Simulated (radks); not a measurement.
# Pd⁴⁺ in [Kr] 4d6: an all-electron calculation

The task here is to estimate one member of a computed series from the others.

Method: scalar-relativistic Kohn-Sham, r2SCAN, spin-unpolarised, spherical densities, finite nucleus. Code: radks (a radial shooting solver on a logarithmic mesh, Libxc functionals) version 1.

**What is computed**

| Property | Result |
| --- | --- |
| element | palladium (Z = 46) |
| charge | +4 |
| electrons | 42 |
| configuration | [Kr] 4d6 |
| nuclear rms radius | 4.5318 fm |

The outer shells:

Pd⁴⁺
```
[Kr] core
4d [↑↓][↑ ][↑ ][↑ ][↑ ]
```

Set-up of the first run:

The run's settings:

```text
Z 46
configuration [Kr] 4d6
relativity scalar-relativistic
functional r2scan,r2scan
spin unpolarised
nucleus finite rms 4.5318 fm
c 137.035999084
```

The run is started by

```
$ python run_ks.py task.json out
```

All runs below come from this command, one after another.

One of the session's tables, all rows but one given; the rest of the session is left out.

It belongs to the step «Radial structure». From the orbitals of this run (lengths in bohr):

| level | <r> | outermost maximum (interpolated) | 90 % within | nodes |
| --- | --- | --- | --- | --- |
| 1s | 0.03186 | 0.0207 | 0.0571 | 0 |
| 2s | 0.1383 | 0.117 | 0.214 | 1 |
| 2p | 0.1206 | 0.0934 | 0.196 | 0 |
| 3s | 0.3783 | 0.341 | 0.557 | 2 |
| 3p | 0.3780 | 0.335 | 0.569 | 1 |
| 3d | 0.3574 | 0.283 | 0.566 | 0 |
| 4s | 0.9351 | 0.849 | 1.35 | 3 |
| 4p | ? | ? | ? | ? |
| 4d | 1.246 | 1.04 | 1.90 | 1 |

Estimate the missing values for 4p.

**Answer.** <r>: 1.015; outermost maximum (interpolated): 0.903; 90 % within: 1.49; nodes: 2. In the column «<r>» it lies between 4s (0.9351) and 4d (1.246).

Caveats from the session: Spin polarisation and multiplet splitting are left out.
